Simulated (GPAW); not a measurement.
## BiTe in GPAW: the effect of target pressure

Crystal: BiTe.

```
Bi Te
1.0
     0.00000    3.23500    3.23500
     3.23500    0.00000    3.23500
     3.23500    3.23500    0.00000
Bi Te
1 1
Direct
  0.00000 0.00000 0.00000
  0.50000 0.50000 0.50000
```

Alike in all runs:

* Program: GPAW 26.7.0
* Task: relaxation of cell and atoms
* Functional: PBE
* Potentials or basis: GPAW PAW data sets (gpaw-data 1.2.1)
* Cutoff: 600 eV
* Basis: pw
* k mesh: 7 × 7 × 7
* Occupations: fermi-dirac, width 0.05 eV
* Spin: no spin polarisation

Each run relaxes the cell or the atoms first.

```tsv
target pressure	target pressure	relaxed volume (Å³/atom)
0 GPa	-	34.35
2 GPa	2 GPa	33.01
5 GPa	5 GPa	31.47
10 GPa	10 GPa	?
20 GPa	20 GPa	26.84
30 GPa	30 GPa	25.07
```

Task: What does the run with target pressure 10 GPa give?

Result: Relaxed volume 29.52 Å³/atom.

Worked out: In Murnaghan's law V^(-B') rises as a straight line in P. The other rows fit best with B' = 4.0, V0 = 34.34 Å³/atom and B0 = 48 GPa, which gives 29.48 Å³/atom at 10 GPa, against the run's 29.52.

Caveats: later steps reuse the first step's grids; the volume moved by over 15 % at a fixed basis, so the end points are rough (some runs).
